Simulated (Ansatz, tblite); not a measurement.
# Ga13As13 zinc blende bond sphere (Ga₁₃As₁₃H₃₀): one state, many levels

How do method and basis change the picture of Ga13As13 zinc blende bond sphere (Ga₁₃As₁₃H₃₀) (singlet)?

Method: as each input shows; program: Ansatz 0.2.0, Gaussian basis.

The runs, in order: GFN1-xTB, GFN2-xTB, PBE-D4/def2-SVP, r2SCAN-D4/def2-SVP, BHLYP-D4/def2-SVP, r2SCAN-D4/def2-mTZVP, HF/STO-3G, HF/6-31G, B3LYP-D4/6-31G.

1 further run of the same task is left out (set aside as unsound or not needed). Runs told in other sessions of the task aren't counted.

## 1. The geometry

The geometry is that of the singlet, from an earlier relaxation (PBE-D4/def2-SVP).

56 atoms, charge 0, spin multiplicity 1.

Bond lengths: Ga1–As14 2.483 Å, Ga1–As15 2.484 Å, Ga1–As17 2.475 Å, Ga1–H27 1.579 Å, Ga2–As14 2.451 Å, Ga2–As16 2.502 Å, Ga2–As18 2.483 Å, Ga2–H28 1.576 Å, Ga3–As14 2.529 Å, Ga3–As19 2.528 Å, Ga3–H29 1.578 Å, Ga3–H30 1.581 Å, Ga4–As17 2.475 Å, Ga4–As19 2.483 Å, Ga4–As20 2.483 Å, Ga4–H31 1.579 Å, Ga5–As18 2.483 Å, Ga5–As19 2.451 Å and more. Angles: As14–Ga1–As15 112.2°, As14–Ga1–As17 104.9°, As14–Ga1–H27 111.4°, As15–Ga1–As17 105.0°, As15–Ga1–H27 111.4°, As17–Ga1–H27 111.6°, As14–Ga2–As16 104.8°, As14–Ga2–As18 102.4°, As14–Ga2–H28 119.4°, As16–Ga2–As18 103.9°, As16–Ga2–H28 111.5°, As18–Ga2–H28 113.3°, As14–Ga3–As19 95.3°, As14–Ga3–H29 107.6°, As14–Ga3–H30 108.0°, As19–Ga3–H29 107.7°, As19–Ga3–H30 108.1°, H29–Ga3–H30 125.9° and more.

PBE0-D4/def2-SVP was run before; its log isn't repeated, and its numbers join the tables.

## 2. GFN1-xTB

Tight binding, by tblite at 300 K electronic temperature and without a spin-polarisation term:

```python
tblite.interface.Calculator('GFN1-xTB', numbers, positions, charge=0, uhf=0).singlepoint()
```

Energy -1761.2979 eV, HOMO -10.52 eV, LUMO -6.84 eV; 0.7 s.

## 3. GFN2-xTB

Tight binding, by tblite at 300 K electronic temperature and without a spin-polarisation term:

```python
tblite.interface.Calculator('GFN2-xTB', numbers, positions, charge=0, uhf=0).singlepoint()
```

Energy -1676.8996 eV, HOMO -10.66 eV, LUMO -6.83 eV; 1.1 s.

## 4. PBE-D4/def2-SVP

start.molden holds the orbitals of an earlier run on this state, given as this run's starting guess.

Contents of in.yaml:

```yaml
crystal:
  periodic: [false, false, false]
  atoms:
    - {symbol: Ga, position_ang: [-2.159760, -2.157156, -0.671417]}
    - {symbol: Ga, position_ang: [-2.273320, 0.827440, -3.616215]}
    - {symbol: Ga, position_ang: [-5.213166, 0.751384, -0.749810]}
    - {symbol: Ga, position_ang: [-2.155275, 0.674150, 2.156518]}
    - {symbol: Ga, position_ang: [-2.273394, 3.612914, -0.831364]}
    - {symbol: Ga, position_ang: [0.826058, -2.277830, -3.613659]}
    - {symbol: Ga, position_ang: [0.745563, -5.218463, -0.751225]}
    - {symbol: Ga, position_ang: [0.670324, -2.159558, 2.151536]}
    - {symbol: Ga, position_ang: [3.611864, -2.274763, -0.834707]}
    - {symbol: Ga, position_ang: [0.698923, 0.699182, -0.703386]}
    - {symbol: Ga, position_ang: [0.833064, 3.612030, 2.267471]}
    - {symbol: Ga, position_ang: [3.613816, 0.824822, 2.269722]}
    - {symbol: Ga, position_ang: [0.754325, 0.748304, 5.209574]}
    - {symbol: As, position_ang: [-3.511083, -0.594519, -2.049649]}
    - {symbol: As, position_ang: [-0.598883, -3.512863, -2.047933]}
    - {symbol: As, position_ang: [-0.731603, -0.734424, -4.818383]}
    - {symbol: As, position_ang: [-0.702372, -0.700287, 0.699227]}
    - {symbol: As, position_ang: [-0.770954, 2.101051, -2.104578]}
    - {symbol: As, position_ang: [-3.509686, 2.049340, 0.594301]}
    - {symbol: As, position_ang: [-0.590588, 2.049353, 3.508124]}
    - {symbol: As, position_ang: [-0.729669, 4.815130, 0.727802]}
    - {symbol: As, position_ang: [2.098506, -0.771543, -2.105217]}
    - {symbol: As, position_ang: [2.046658, -3.512988, 0.588713]}
    - {symbol: As, position_ang: [2.048784, -0.599758, 3.505543]}
    - {symbol: As, position_ang: [4.816974, -0.731521, 0.723864]}
    - {symbol: As, position_ang: [2.103857, 2.098228, 0.765451]}
    - {symbol: H, position_ang: [-3.078711, -3.072147, 0.229324]}
    - {symbol: H, position_ang: [-3.067828, 1.744292, -4.622621]}
    - {symbol: H, position_ang: [-5.949768, -0.236248, 0.236885]}
    - {symbol: H, position_ang: [-5.912369, 1.753082, -1.752908]}
    - {symbol: H, position_ang: [-3.073049, -0.225130, 3.074141]}
    - {symbol: H, position_ang: [-3.067456, 4.617890, -1.750078]}
    - {symbol: H, position_ang: [1.744163, -3.072401, -4.618646]}
    - {symbol: H, position_ang: [-0.241140, -5.950188, 0.239992]}
    - {symbol: H, position_ang: [1.744028, -5.923005, -1.753696]}
    - {symbol: H, position_ang: [-0.230072, -3.077625, 3.067930]}
    - {symbol: H, position_ang: [4.617784, -3.065808, -1.755032]}
    - {symbol: H, position_ang: [1.752710, 4.618180, 3.058953]}
    - {symbol: H, position_ang: [4.617093, 1.743286, 3.066083]}
    - {symbol: H, position_ang: [-0.233280, -0.236392, 5.948892]}
    - {symbol: H, position_ang: [1.761306, 1.748574, 5.905387]}
    - {symbol: H, position_ang: [-4.314876, -1.486132, -2.996812]}
    - {symbol: H, position_ang: [-1.493331, -4.311316, -2.996911]}
    - {symbol: H, position_ang: [-1.586128, -1.585938, -5.754754]}
    - {symbol: H, position_ang: [0.027622, 0.022581, -5.908164]}
    - {symbol: H, position_ang: [0.104588, 2.987779, -2.990431]}
    - {symbol: H, position_ang: [-4.309088, 2.998774, 1.487532]}
    - {symbol: H, position_ang: [-1.482128, 2.999634, 4.308380]}
    - {symbol: H, position_ang: [-1.583506, 5.747909, 1.584003]}
    - {symbol: H, position_ang: [0.025765, 5.908520, -0.027776]}
    - {symbol: H, position_ang: [2.981895, 0.105389, -2.992942]}
    - {symbol: H, position_ang: [2.994003, -4.312712, 1.483373]}
    - {symbol: H, position_ang: [2.998178, -1.492291, 4.305700]}
    - {symbol: H, position_ang: [5.758664, -1.582585, 1.573180]}
    - {symbol: H, position_ang: [5.902182, 0.031148, -0.036057]}
    - {symbol: H, position_ang: [2.991387, 2.983427, -0.109928]}
basis:
  gaussian: {orbitals: def2-SVP, fitting: {mean_field: def2-universal-jkfit}, initial_orbitals: start.molden}
hamiltonian: {xc: pbe, dispersion: d4}
scf: {omitted_lower_state_checks: [starts]}
output: {orbitals: {seedname: orbitals}}
```

Command:

```console
$ ansatz run in.yaml --threads 11 --pin off --events-out ev --progress --plain --max-ram 110592MiB --backend cuda --devices 0, --max-vram 75GiB
```

The log of the run:

```text
Functional definition: PBE
  name "PBE"
  cite "Perdew, Burke & Ernzerhof, Phys. Rev. Lett. 77, 3865 (1996) doi:10.1103/PhysRevLett.77.3865"
  parent pbe
  parameter kappa = 0.804
  parameter beta = 0.06672455060314922
  exchange = pbe_x(kappa = kappa, mu = beta*pi^2/3)
  correlation = pbe_c(beta = beta)
these checks for a lower state are left out or cut short: starts
7456 factors; integrals over basis functions are off by at most 3.5e-1 eV
mean field evaluation 1: about -1471952.2805 eV, gradient 2.5e1 eV
mean field evaluation 2: about -1471953.4049 eV, gradient 1.0e0 eV
mean field evaluation 4: about -1471953.3802 eV, gradient 8.3e-2 eV
mean field evaluation 8: about -1471953.3802 eV, gradient 1.1e-5 eV
mean field -1471953.38017615 eV, -54093.2889956377 hartree, gradient 1.1e-5 eV, S^2 0.000000; 0 other end points of the search recorded, 0 dependent functions left out
reference -1471953.38029120 eV, -54093.2889998656 hartree; 431, 431 occupied and 551, 551 virtual orbitals, 7456 factors
Total energy: -1471959.04296278 eV, -54093.4970992079 hartree
Checks for a lower state left out: starts
```

It took 6 s on 1 × H100 with 11 threads of AMD EPYC 7R13, shared host; peak host memory 1.8 GiB.

Report: HOMO -5.85 eV, LUMO -2.26 eV.

## 5. r2SCAN-D4/def2-SVP

in.yaml: that of step 4 with these lines changed.

```diff
@@ -61,3 +61,3 @@
   gaussian: {orbitals: def2-SVP, fitting: {mean_field: def2-universal-jkfit}, initial_orbitals: start.molden}
-hamiltonian: {xc: pbe, dispersion: d4}
+hamiltonian: {xc: r2scan, dispersion: d4}
 scf: {omitted_lower_state_checks: [starts]}
```

Same command.

The log of the run:

```text
Functional definition: r2SCAN
  name "r2SCAN"
  cite "Furness, Kaplan, Ning, Perdew & Sun, J. Phys. Chem. Lett. 11, 8208 (2020) doi:10.1021/acs.jpclett.0c02405"
  cite "Furness, Kaplan, Ning, Perdew & Sun, J. Phys. Chem. Lett. 11, 9248 (2020) doi:10.1021/acs.jpclett.0c03077"
  parent r2scan
  parameter k0 = 0.174
  parameter k1 = 0.065
  parameter a1 = 4.9479
  exchange = r2scan_x(k0 = k0, k1 = k1, a1 = a1)
  correlation = r2scan_c
these checks for a lower state are left out or cut short: starts
7456 factors; integrals over basis functions are off by at most 3.5e-1 eV
mean field evaluation 1: about -1472175.1144 eV, gradient 1.6e1 eV
mean field evaluation 2: about -1472175.6102 eV, gradient 4.5e-1 eV
mean field evaluation 4: about -1472175.5785 eV, gradient 1.3e-3 eV
mean field -1472175.57853130 eV, -54101.4546345779 hartree, gradient 1.6e-5 eV, S^2 0.000000; 0 other end points of the search recorded, 0 dependent functions left out
reference -1472175.57856757 eV, -54101.4546359111 hartree; 431, 431 occupied and 551, 551 virtual orbitals, 7456 factors
Total energy: -1472177.15154176 eV, -54101.5124416463 hartree
Checks for a lower state left out: starts
```

Run time: 6.5 s. Hardware: 1 × H100 with 11 threads of AMD EPYC 7R13, shared host; peak host memory 1.9 GiB.

Report: HOMO -6.11 eV, LUMO -2.12 eV.

## 6. BHLYP-D4/def2-SVP

in.yaml: that of step 5 with these lines changed.

```diff
@@ -61,4 +61,4 @@
   gaussian: {orbitals: def2-SVP, fitting: {mean_field: def2-universal-jkfit}, initial_orbitals: start.molden}
-hamiltonian: {xc: r2scan, dispersion: d4}
+hamiltonian: {xc: {name: BHLYP}, dispersion: d4}
 scf: {omitted_lower_state_checks: [starts]}
-output: {orbitals: {seedname: orbitals}}
+output: {forces: true, orbitals: {seedname: orbitals}}
```

The command is unchanged.

The log of the run (excerpt; [...] marks lines left out):

```text
Functional definition: BHLYP
  name "BHLYP"
  cite "Becke, J. Chem. Phys. 98, 1372 (1993) doi:10.1063/1.464304"
  cite "Becke, Phys. Rev. A 38, 3098 (1988) doi:10.1103/PhysRevA.38.3098"
  cite "Lee, Yang & Parr, Phys. Rev. B 37, 785 (1988) doi:10.1103/PhysRevB.37.785"
[...]
7456 factors; integrals over basis functions are off by at most 3.5e-1 eV
[...]
mean field -1472159.73735132 eV, -54100.8724819513 hartree, gradient 2.7e-5 eV, S^2 0.000000; 0 other end points of the search recorded, 0 dependent functions left out
[...]
reference -1472159.73783989 eV, -54100.8724999058 hartree; 431, 431 occupied and 551, 551 virtual orbitals, 7456 factors
Total energy: -1472169.21874636 eV, -54101.2209167924 hartree
Atom 0 at    -2.159760    -2.157156    -0.671417 Å, force    -0.016182    -0.012873     0.127781 eV/Å
[...]
Atom 47 at    -1.482128     2.999634     4.308380 Å, force     0.265252    -0.296766    -0.237234 eV/Å
Atom 48 at    -1.583506     5.747909     1.584003 Å, force     0.246066    -0.338626    -0.245898 eV/Å
Atom 49 at     0.025765     5.908520    -0.027776 Å, force    -0.212195    -0.400536     0.210611 eV/Å
Atom 50 at     2.981895     0.105389    -2.992942 Å, force    -0.292407    -0.254947     0.295028 eV/Å
Atom 51 at     2.994003    -4.312712     1.483373 Å, force    -0.289982     0.236749    -0.263453 eV/Å
Atom 52 at     2.998178    -1.492291     4.305700 Å, force    -0.296953     0.263512    -0.238082 eV/Å
Atom 53 at     5.758664    -1.582585     1.573180 Å, force    -0.342250     0.244954    -0.245032 eV/Å
Atom 54 at     5.902182     0.031148    -0.036057 Å, force    -0.396691    -0.215789     0.210960 eV/Å
Atom 55 at     2.991387     2.983427    -0.109928 Å, force    -0.296717    -0.295968     0.250736 eV/Å
Dipole moment:     1.115526     1.111861    -1.114160 e Å
Checks for a lower state left out: starts
```

It took 22 s on 1 × H100 with 11 threads of AMD EPYC 7R13, shared host; peak host memory 17 GiB.

Report: HOMO -7.63 eV, LUMO -0.71 eV.

## 7. r2SCAN-D4/def2-mTZVP

in.yaml: that of step 6 with these lines changed.

```diff
@@ -60,5 +60,5 @@
 basis:
-  gaussian: {orbitals: def2-SVP, fitting: {mean_field: def2-universal-jkfit}, initial_orbitals: start.molden}
-hamiltonian: {xc: {name: BHLYP}, dispersion: d4}
+  gaussian: {orbitals: def2-mTZVP, fitting: {mean_field: def2-universal-jkfit}, initial_orbitals: start.molden}
+hamiltonian: {xc: r2scan, dispersion: d4}
 scf: {omitted_lower_state_checks: [starts]}
-output: {forces: true, orbitals: {seedname: orbitals}}
+output: {orbitals: {seedname: orbitals}}
```

Launched as before.

The log of the run (excerpt; [...] marks lines left out):

```text
Functional definition: r2SCAN
  name "r2SCAN"
  cite "Furness, Kaplan, Ning, Perdew & Sun, J. Phys. Chem. Lett. 11, 8208 (2020) doi:10.1021/acs.jpclett.0c02405"
  cite "Furness, Kaplan, Ning, Perdew & Sun, J. Phys. Chem. Lett. 11, 9248 (2020) doi:10.1021/acs.jpclett.0c03077"
  parent r2scan
[...]
7456 factors; integrals over basis functions are off by at most 6.2e-1 eV
[...]
mean field -1472354.86916184 eV, -54108.0434437229 hartree, gradient 2.7e-5 eV, S^2 0.000000; 0 other end points of the search recorded, 0 dependent functions left out
reference -1472354.86920173 eV, -54108.0434451887 hartree; 431, 431 occupied and 595, 595 virtual orbitals, 7456 factors
Total energy: -1472356.44217592 eV, -54108.1012509240 hartree
Checks for a lower state left out: starts
```

Wall time 7.5 s (1 × H100 with 11 threads of AMD EPYC 7R13, shared host); peak host memory 1.9 GiB.

HOMO -6.16 eV, LUMO -2.16 eV.

## 8. HF/STO-3G

in.yaml: that of step 7 with these lines changed.

```diff
@@ -60,4 +60,4 @@
 basis:
-  gaussian: {orbitals: def2-mTZVP, fitting: {mean_field: def2-universal-jkfit}, initial_orbitals: start.molden}
-hamiltonian: {xc: r2scan, dispersion: d4}
+  gaussian: {orbitals: STO-3G, fitting: {mean_field: def2-universal-jkfit}}
+hamiltonian: {xc: hf}
 scf: {omitted_lower_state_checks: [starts]}
```

The command is unchanged.

The log of the run:

```text
Functional definition: HF
  name "HF"
  cite "Fock, Z. Phys. 61, 126 (1930) doi:10.1007/BF01340294"
  parent pbe
  exchange = exact_x
  correlation = 0
these checks for a lower state are left out or cut short: starts
7456 factors; integrals over basis functions are off by at most 1.7e-2 eV
mean field evaluation 1: about -1454472.4606 eV, gradient 3.4e1 eV
mean field evaluation 2: about -1454481.4959 eV, gradient 1.2e1 eV
mean field evaluation 4: about -1454482.8928 eV, gradient 1.6e0 eV
mean field evaluation 8: about -1454482.9369 eV, gradient 7.4e-1 eV
mean field -1454482.94735358 eV, -53451.2624312930 hartree, gradient 2.5e-5 eV, S^2 0.000000; 0 other end points of the search recorded, 0 dependent functions left out
reference -1454482.94735358 eV, -53451.2624312930 hartree; 431, 431 occupied and 67, 67 virtual orbitals, 7456 factors
Total energy: -1454482.94735358 eV, -53451.2624312930 hartree
Checks for a lower state left out: starts
```

Run time: 6 s. Hardware: 1 × H100 with 11 threads of AMD EPYC 7R13, shared host; peak host memory 1.7 GiB.

From the report: HOMO -5.50 eV, LUMO 6.28 eV.

## 9. HF/6-31G

in.yaml: that of step 8 with these lines changed.

```diff
@@ -60,3 +60,3 @@
 basis:
-  gaussian: {orbitals: STO-3G, fitting: {mean_field: def2-universal-jkfit}}
+  gaussian: {orbitals: 6-31G, fitting: {mean_field: def2-universal-jkfit}}
 hamiltonian: {xc: hf}
```

Launched as before.

The log of the run:

```text
Functional definition: HF
  name "HF"
  cite "Fock, Z. Phys. 61, 126 (1930) doi:10.1007/BF01340294"
  parent pbe
  exchange = exact_x
  correlation = 0
these checks for a lower state are left out or cut short: starts
7456 factors; integrals over basis functions are off by at most 7.8e-2 eV
mean field evaluation 1: about -1470931.9678 eV, gradient 4.1e1 eV
mean field evaluation 2: about -1470939.7813 eV, gradient 1.7e1 eV
mean field evaluation 4: about -1470940.7559 eV, gradient 1.1e0 eV
mean field evaluation 8: about -1470940.7771 eV, gradient 7.8e-2 eV
mean field -1470940.77717727 eV, -54056.0765217958 hartree, gradient 3.4e-5 eV, S^2 0.000000; 0 other end points of the search recorded, 0 dependent functions left out
reference -1470940.77717727 eV, -54056.0765217958 hartree; 431, 431 occupied and 383, 383 virtual orbitals, 7456 factors
Total energy: -1470940.77717727 eV, -54056.0765217958 hartree
Checks for a lower state left out: starts
```

Wall time 8.5 s (1 × H100 with 11 threads of AMD EPYC 7R13, shared host); peak host memory 1.7 GiB.

From the report: HOMO -8.94 eV, LUMO 1.33 eV.

## 10. B3LYP-D4/6-31G

in.yaml: that of step 9 with these lines changed.

```diff
@@ -61,3 +61,3 @@
   gaussian: {orbitals: 6-31G, fitting: {mean_field: def2-universal-jkfit}}
-hamiltonian: {xc: hf}
+hamiltonian: {xc: {name: B3LYP}, dispersion: d4}
 scf: {omitted_lower_state_checks: [starts]}
```

Same command.

The log of the run (excerpt; [...] marks lines left out):

```text
Functional definition: B3LYP
  name "B3LYP"
  cite "Stephens, Devlin, Chabalowski & Frisch, J. Phys. Chem. 98, 11623 (1994) doi:10.1021/j100096a001"
  cite "Becke, Phys. Rev. A 38, 3098 (1988) doi:10.1103/PhysRevA.38.3098"
  cite "Lee, Yang & Parr, Phys. Rev. B 37, 785 (1988) doi:10.1103/PhysRevB.37.785"
  cite "Vosko, Wilk & Nusair, Can. J. Phys. 58, 1200 (1980) doi:10.1139/p80-159"
[...]
7456 factors; integrals over basis functions are off by at most 7.8e-2 eV
[...]
mean field -1472142.69507395 eV, -54100.2461898096 hartree, gradient 5.4e-5 eV, S^2 0.000000; 0 other end points of the search recorded, 0 dependent functions left out
reference -1472142.69590690 eV, -54100.2462204199 hartree; 431, 431 occupied and 383, 383 virtual orbitals, 7456 factors
Total energy: -1472151.96282127 eV, -54100.5867732415 hartree
Checks for a lower state left out: starts
```

Run time: 9 s. Hardware: 1 × H100 with 11 threads of AMD EPYC 7R13, shared host; peak host memory 1.8 GiB.

From the report: HOMO -6.61 eV, LUMO -1.65 eV.

## 11. Comparison

```
               level  functions  HOMO (eV)  LUMO (eV)  gap (eV)   time
           HF/STO-3G        498      -5.50       6.28     11.78    6 s
            HF/6-31G        814      -8.94       1.33     10.27  8.5 s
     PBE-D4/def2-SVP        982      -5.85      -2.26      3.60    6 s
  r2SCAN-D4/def2-SVP        982      -6.11      -2.12      3.99  6.5 s
r2SCAN-D4/def2-mTZVP       1026      -6.16      -2.16      4.00  7.5 s
      B3LYP-D4/6-31G        814      -6.61      -1.65      4.95    9 s
    PBE0-D4/def2-SVP        982      -6.81      -1.57      5.24   22 s
   BHLYP-D4/def2-SVP        982      -7.63      -0.71      6.91   22 s
```

## 12. Binding energy

Free atoms were run apart at each level; binding is atoms less cluster, divided by the number of atoms, without zero-point or spin-orbit terms.

```
               level  binding an atom (eV)
            HF/6-31G                 1.609
     PBE-D4/def2-SVP                 2.683
  r2SCAN-D4/def2-SVP                 2.685
r2SCAN-D4/def2-mTZVP                 2.649
      B3LYP-D4/6-31G                 2.646
    PBE0-D4/def2-SVP                 2.677
   BHLYP-D4/def2-SVP                 2.658
```

## 13. Summary of results

| quantity | value |
| --- | --- |
| gap in def2-SVP, named functionals, smallest and largest | 3.60 eV (PBE-D4), 6.91 eV (BHLYP-D4) |
| binding an atom, functionals in def2-SVP | 2.66 (BHLYP-D4) to 2.69 eV (r2SCAN-D4) |

**Reading.** Over the named functionals in def2-SVP the gap runs from 3.60 eV (PBE-D4) to 6.91 eV (BHLYP-D4); exact exchange widens it.

The slowest run with a step of its own, BHLYP-D4/def2-SVP, took 22 s; the quickest functional in def2-SVP took 6 s (shared host).
